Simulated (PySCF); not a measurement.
# C6H6BrN: the cost of one run

Programs: PySCF 2.14.0, with routines of our own; each step states its level. All values are computed. Atoms count from 0.

### Step 1. The starting structure

14 atoms, charge 1, multiplicity 2; geometry from: GFN2-xTB.

### Step 2. Open-shell or spin-flip excitations: unrestricted TDDFT CAM-B3LYP/def2-SVP

Job settings and geometry (Å):

```
{"job": {"kind": "uabs", "xc": "CAM-B3LYP", "basis": "def2-SVP", "nstates": 10, "tda": false}, "charge": 1, "multiplicity": 2}
N     -2.136058    -0.650560     0.101646
C     -0.863517    -0.287447     0.033812
C      0.150659    -1.250241    -0.226901
C      1.465830    -0.883834    -0.291891
C      1.842281     0.458670    -0.099782
C      0.883808     1.427597     0.151147
C     -0.453566     1.079296     0.218579
Br    -1.759466     2.404263     0.552851
H     -2.865589     0.026970     0.290488
H     -2.404150    -1.616220    -0.032615
H     -0.144528    -2.278432    -0.372836
H      2.224702    -1.624604    -0.490700
H      2.883758     0.737167    -0.149392
H      1.175156     2.456902     0.293428
```

With the program's defaults for keys left out, this is: unrestricted TDDFT CAM-B3LYP/def2-SVP, vertical, gas phase, core orbitals frozen in the response.

Command:

```sh
$ OMP_NUM_THREADS=1 python excited_run.py task.json out
```

One launch serves the whole session: the jobs run in the order shown.

Q: Estimate the wall time and peak memory of this first job on 1 thread of Arm Neoverse N1, shared host.

About 2.4 min, with a peak of 0.7 GiB.
